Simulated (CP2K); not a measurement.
# PBE/TZV2P-MOLOPT-PBE-GTH (core potential) run of CH5BN2 (SMILES NC1BN1)

Aim: the energy change on altering one bond length of CH5BN2 at PBE/TZV2P-MOLOPT-PBE-GTH (core potential), from 2 runs. 

The calculation is run with CP2K 2026.2.

## Step 1: The system as given

CH5BN2 has 9 atoms, charge 0, and is taken as a singlet. SMILES: `NC1BN1`. The shape is that of a PBE0-D4/def2-TZVP optimisation. This is one conformer, not always the lowest.

Bond lengths: N1–C2 1.431 Å, C2–B3 1.561 Å, C2–N4 1.467 Å, B3–N4 1.341 Å, N1–H5 1.010 Å, N1–H6 1.010 Å, C2–H7 1.092 Å, B3–H8 1.184 Å, N4–H9 1.004 Å. Some angles: N1–C2–B3 121.1°, N1–C2–N4 117.3°, B3–C2–N4 52.5°, C2–B3–N4 60.2°, C2–N4–B3 67.4°, N1–C2–H7 115.1°, B3–C2–H7 121.0°, N4–C2–H7 113.6°, C2–N1–H5 112.4°, C2–N1–H6 112.7°.

## Step 2: The energy at PBE/TZV2P-MOLOPT-PBE-GTH (core potential)

molecule.xyz

```xyz
9

N      0.142900     1.194400    -0.640600
C     -0.364200    -0.077200    -0.222300
B      0.591200    -1.194100     0.303200
N     -0.130500    -0.469900     1.171500
H      0.784000     1.117400    -1.417000
H     -0.589900     1.842600    -0.892400
H     -1.366400    -0.317200    -0.582700
H      1.414200    -2.039000     0.194700
H     -0.392800    -0.103200     2.068300
```

gas.inp

```
&GLOBAL
  PROJECT gas
  RUN_TYPE ENERGY
  PRINT_LEVEL MEDIUM
&END
&FORCE_EVAL
  METHOD QS
  &DFT
    BASIS_SET_FILE_NAME BASIS_MOLOPT_UZH
    POTENTIAL_FILE_NAME POTENTIAL_UZH
    &QS
      METHOD GPW
      EPS_DEFAULT 1.0E-10
    &END
    # real-space grids
    &MGRID
      CUTOFF 400
      REL_CUTOFF 50
      NGRIDS 4
    &END
    &POISSON
      PERIODIC NONE
      POISSON_SOLVER MULTIPOLE
    &END
    # SCF settings
    &SCF
      SCF_GUESS ATOMIC
      EPS_SCF 1.0E-06
      MAX_SCF 50
      &OT
        MINIMIZER DIIS
        PRECONDITIONER FULL_ALL
      &END
      &OUTER_SCF
        EPS_SCF 1.0E-06
        MAX_SCF 5
      &END
    &END
    # functional
    &XC
      &XC_FUNCTIONAL PBE
      &END
    &END
    # extra output
    &PRINT
      &MOMENTS
        PERIODIC F
        REFERENCE COM
        MAX_MOMENT 1
      &END
      &MO_CUBES
        NLUMO 5
        NHOMO -1
        WRITE_CUBE F
      &END
      &HIRSHFELD OFF
      &END
    &END
  &END
  &SUBSYS
    # vacuum box
    &CELL
      ABC 9.8 10.9 10.5
      PERIODIC NONE
    &END
    &TOPOLOGY
      COORD_FILE_NAME molecule.xyz
      COORD_FILE_FORMAT XYZ
      &CENTER_COORDINATES
      &END
    &END
    &KIND N
      BASIS_SET TZV2P-MOLOPT-PBE-GTH-q5
      POTENTIAL GTH-PBE-q5
    &END
    &KIND C
      BASIS_SET TZV2P-MOLOPT-PBE-GTH-q4
      POTENTIAL GTH-PBE-q4
    &END
    &KIND B
      BASIS_SET TZV2P-MOLOPT-PBE-GTH-q3
      POTENTIAL GTH-PBE-q3
    &END
    &KIND H
      BASIS_SET TZV2P-MOLOPT-PBE-GTH-q1
      POTENTIAL GTH-PBE-q1
    &END
  &END
&END
```

Run with:

```console
OMP_NUM_THREADS=1 cp2k.psmp -i gas.inp -o gas.out
```

The log of the run (excerpt; [...] marks lines left out):

```text
CP2K| version string:                                       CP2K version 2026.2
[...]
 GLOBAL| Method name                                                        CP2K
[...]
 GLOBAL| Run type                                                         ENERGY
[...]
 DFT| Spin restricted Kohn-Sham (RKS) calculation                            RKS
 DFT| Multiplicity                                                             1
[...]
 DFT| Charge                                                                   0
[...]
 FUNCTIONAL| PBE:
 QS| Method:                                                                 GPW
[...]
 QS| Density cutoff [a.u.]:                                                200.0
[...]
 QS| Relative density cutoff [a.u.]:                                        25.0
[...]
                             - Atoms:                                          9
[...]
                             - Spherical basis functions:                    186
[...]
 Number of electrons:                                                         22
[...]
     1 OT DIIS     0.15E+00    4.2     0.13364959       -28.4060919063 -2.84E+01
[...]
    27 OT DIIS     0.15E+00    3.3     0.00000097       -31.3379878561 -3.55E-10
  *** SCF run converged in    27 steps ***
[...]
  Overlap energy of the core charge distribution:               0.00000609324342
  Self energy of the core charge distribution:                -76.11265775444464
  Core Hamiltonian energy:                                     23.54214787662276
  Hartree energy:                                              30.94045561763256
  Exchange-correlation energy:                                 -9.70793968917904
  Total energy:                                               -31.33798785612493
[...]
                     Mulliken Population Analysis
 #  Atom  Element  Kind  Atomic population                           Net charge
       1     N        1          5.184890                             -0.184890
       2     C        2          3.493972                              0.506028
       3     B        3          2.596025                              0.403975
       4     N        1          5.505015                             -0.505015
       5     H        4          1.019432                             -0.019432
       6     H        4          1.050184                             -0.050184
       7     H        4          1.078544                             -0.078544
       8     H        4          1.027813                             -0.027813
       9     H        4          1.044125                             -0.044125
 # Total charge                             22.000000                 -0.000000
[...]
  Dipole moment [Debye]
    X= -0.9562438E+00 Y=  0.4857572E+00 Z= -0.9302898E-01  Total=      1.0765763
[...]
 WARNING : did not converge in ot_eigensolver
 number of iterations          299  exceeded maximum
 current gradient / target gradient   4.8315015739563017E-004  /    1.0000000000000001E-005
[...]
 HOMO - LUMO gap [eV] :    4.730669
 ENERGY| Total FORCE_EVAL ( QS ) energy [hartree]            -31.337987856124929
[...]
```

Run time: 1.9 min. Hardware: 1 thread of Intel Xeon at 2.50GHz (Skylake/Cascade Lake), shared host; peak memory 0.89 GiB.

## Step 3: The distorted shape

mol.inp

```
&GLOBAL
   PROJECT mol
   RUN_TYPE ENERGY
   PRINT_LEVEL MEDIUM
&END GLOBAL

&FORCE_EVAL
   METHOD QUICKSTEP
   &DFT
      BASIS_SET_FILE_NAME BASIS_MOLOPT_UZH
      POTENTIAL_FILE_NAME POTENTIAL_UZH
      &QS
         METHOD GPW
         EPS_DEFAULT 1.0E-10
      &END QS
      # real-space grids
      &MGRID
         CUTOFF 400
         REL_CUTOFF 50
         NGRIDS 4
      &END MGRID
      # no periodic images
      &POISSON
         PERIODIC NONE
         POISSON_SOLVER MULTIPOLE
      &END POISSON
      &SCF
         SCF_GUESS ATOMIC
         EPS_SCF 1.0E-06
         MAX_SCF 50
         &OT
            MINIMIZER DIIS
            PRECONDITIONER FULL_ALL
         &END OT
         &OUTER_SCF
            EPS_SCF 1.0E-06
            MAX_SCF 10
         &END OUTER_SCF
      &END SCF
      &XC
         &XC_FUNCTIONAL PBE
         &END XC_FUNCTIONAL
      &END XC
      # extra output
      &PRINT
         &MOMENTS
            PERIODIC F
            REFERENCE COM
            MAX_MOMENT 1
         &END MOMENTS
         &MO_CUBES
            NLUMO 3
            NHOMO -1
            WRITE_CUBE F
         &END MO_CUBES
         &HIRSHFELD OFF
         &END HIRSHFELD
      &END PRINT
   &END DFT
   &SUBSYS
      # vacuum box
      &CELL
         ABC 9.8 11.1 10.5
         PERIODIC NONE
      &END CELL
      &COORD
         N      0.362742     0.999938    -0.565059
         C     -0.144358    -0.271662    -0.146759
         B      0.811042    -1.388562     0.378741
         N      0.089342    -0.664362     1.247041
         H      1.003842     0.922938    -1.341459
         H     -0.589900     1.842600    -0.892400
         H     -1.146558    -0.511662    -0.507159
         H      1.634042    -2.233462     0.270241
         H     -0.172958    -0.297662     2.143841
      &END COORD
      &TOPOLOGY
         &CENTER_COORDINATES
         &END CENTER_COORDINATES
      &END TOPOLOGY
      &KIND N
         BASIS_SET TZV2P-MOLOPT-PBE-GTH-q5
         POTENTIAL GTH-PBE-q5
      &END KIND
      &KIND C
         BASIS_SET TZV2P-MOLOPT-PBE-GTH-q4
         POTENTIAL GTH-PBE-q4
      &END KIND
      &KIND B
         BASIS_SET TZV2P-MOLOPT-PBE-GTH-q3
         POTENTIAL GTH-PBE-q3
      &END KIND
      &KIND H
         BASIS_SET TZV2P-MOLOPT-PBE-GTH-q1
         POTENTIAL GTH-PBE-q1
      &END KIND
   &END SUBSYS
&END FORCE_EVAL
```

Run with:

```console
OMP_NUM_THREADS=1 cp2k.psmp -i mol.inp -o mol.out
```

The log of the run (excerpt; [...] marks lines left out):

```text
CP2K| version string:                                       CP2K version 2026.2
[...]
 GLOBAL| Method name                                                        CP2K
[...]
 GLOBAL| Run type                                                         ENERGY
[...]
 DFT| Spin restricted Kohn-Sham (RKS) calculation                            RKS
 DFT| Multiplicity                                                             1
[...]
 DFT| Charge                                                                   0
[...]
 FUNCTIONAL| PBE:
 QS| Method:                                                                 GPW
[...]
 QS| Density cutoff [a.u.]:                                                200.0
[...]
 QS| Relative density cutoff [a.u.]:                                        25.0
[...]
                             - Atoms:                                          9
[...]
                             - Spherical basis functions:                    186
[...]
 Number of electrons:                                                         22
[...]
     1 OT DIIS     0.15E+00    3.0     0.12961510       -28.5045408387 -2.85E+01
[...]
    34 OT DIIS     0.15E+00    4.7     0.00000070       -31.3008822975 -1.28E-10
  *** SCF run converged in    34 steps ***
[...]
  Overlap energy of the core charge distribution:               0.00000598963620
  Self energy of the core charge distribution:                -76.11265775444464
  Core Hamiltonian energy:                                     23.25715269727414
  Hartree energy:                                              31.16309188431782
  Exchange-correlation energy:                                 -9.60847511426331
  Total energy:                                               -31.30088229747979
[...]
  Dipole moment [Debye]
    X= -0.9504388E+00 Y=  0.3295257E+00 Z=  0.2690618E-02  Total=      1.0059465
[...]
 WARNING : did not converge in ot_eigensolver
 number of iterations          299  exceeded maximum
 current gradient / target gradient   5.8879784578776682E-004  /    1.0000000000000001E-005
[...]
 HOMO - LUMO gap [eV] :    4.400614
 ENERGY| Total FORCE_EVAL ( QS ) energy [hartree]            -31.300882297479792
[...]
```

It took 2.6 min on 1 thread of Intel Xeon at 2.50GHz (Skylake/Cascade Lake), shared host; peak memory 0.89 GiB.

## Step 4: Summary of results

Level: PBE/TZV2P-MOLOPT-PBE-GTH (core potential).

```
                                                         quantity         value
                                        first shape: total energy  -31.33799 Eh
                                       first shape: dipole moment        1.08 D
                                         first shape: HOMO energy      -5.46 eV
                                         first shape: LUMO energy      -0.73 eV
                                       first shape: HOMO–LUMO gap       4.73 eV
                                    distorted shape: total energy  -31.30088 Eh
                                   distorted shape: dipole moment        1.01 D
                                     distorted shape: HOMO energy      -5.40 eV
                                     distorted shape: LUMO energy      -1.00 eV
                                   distorted shape: HOMO–LUMO gap       4.40 eV
energy change with the N1–H6 bond stretched from 1.010 to 1.313 Å      1.010 eV
```

What this shows: With the N1–H6 bond stretched from 1.010 to 1.313 Å the energy rises by 1.01 eV (23 kcal/mol). The first shape isn't relaxed at this level, so the change isn't measured from a minimum.
